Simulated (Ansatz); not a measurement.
**CH5FNOTa: small, medium and large basis sets**

The task here is to estimate one member of a computed series from the others.

Method: one geometry, several basis sets; program: Ansatz 0.2.0, Gaussian basis.

The runs, in order: PBE0-D4/def2-SVP; ωB97M-V/def2-SVP; PBE0-D4/def2-QZVPP; ωB97M-V/def2-QZVPP; the functionals' def2-TZVPP values are taken from earlier runs.

## Structure used throughout

All runs share one geometry, relaxed beforehand with PBE0-D4 in a triple-zeta def2 set. Ta takes the def2 core potential; no spin-orbit term is included.

SMILES `[CH3][Ta]([NH2])(=[O])[F]`, 10 atoms, charge 0, spin multiplicity 1.

Atoms are counted from 1 here; the program's logs count them from 0.

Bond lengths: C1–Ta2 2.160 Å, C1–H6 1.096 Å, C1–H7 1.093 Å, C1–H8 1.095 Å, Ta2–N3 1.967 Å, Ta2–O4 1.715 Å, Ta2–F5 1.891 Å, N3–H9 1.009 Å, N3–H10 1.011 Å. Angles: Ta2–C1–H6 109.3°, Ta2–C1–H7 111.5°, Ta2–C1–H8 111.8°, H6–C1–H7 107.5°, H6–C1–H8 108.2°, H7–C1–H8 108.4°, C1–Ta2–N3 106.8°, C1–Ta2–O4 104.9°, C1–Ta2–F5 108.3°, N3–Ta2–O4 106.4°, N3–Ta2–F5 116.1°, O4–Ta2–F5 113.6°, Ta2–N3–H9 125.0°, Ta2–N3–H10 124.7°, H9–N3–H10 110.2°.

The first run:

File in.yaml:

```yaml
crystal:
  periodic: [false, false, false]
  atoms:
    - {symbol: C, position_ang: [-1.085984, -0.037802, 1.132244]}
    - {symbol: Ta, position_ang: [0.203103, 0.669164, -0.449680]}
    - {symbol: N, position_ang: [1.291845, -0.865684, -1.022781]}
    - {symbol: O, position_ang: [1.277581, 1.767141, 0.313173]}
    - {symbol: F, position_ang: [-0.876362, 1.466741, -1.781905]}
    - {symbol: H, position_ang: [-1.694455, 0.794862, 1.503422]}
    - {symbol: H, position_ang: [-0.508703, -0.424728, 1.975713]}
    - {symbol: H, position_ang: [-1.761318, -0.826605, 0.784519]}
    - {symbol: H, position_ang: [2.282206, -0.966628, -0.856206]}
    - {symbol: H, position_ang: [0.955286, -1.627562, -1.595600]}
basis:
  gaussian: {orbitals: def2-SVP}
hamiltonian: {xc: pbe0, dispersion: d4}
output: {orbitals: {seedname: orbitals}}
```

Steps of the session up to this table: PBE0-D4 in def2-SVP; ωB97M-V in def2-SVP; PBE0-D4 in def2-QZVPP; ωB97M-V in def2-QZVPP.

One table of the session follows, with a row left open; its other results are not shown here.

It belongs to the step «Density functionals: the series». 

| functional | basis | HOMO (eV) |
| --- | --- | --- |
| PBE0-D4 | def2-SVP | -8.24 |
| PBE0-D4 | def2-TZVPP | -8.32 |
| PBE0-D4 | def2-QZVPP | -8.34 |
| ωB97M-V | def2-SVP | -10.59 |
| ωB97M-V | def2-TZVPP | ? |
| ωB97M-V | def2-QZVPP | -10.70 |

**Question.** Estimate the row for ωB97M-V, def2-TZVPP.

As computed: HOMO (eV): -10.68. In the column «HOMO (eV)» it lies between ωB97M-V, def2-QZVPP (-10.70) and ωB97M-V, def2-SVP (-10.59).
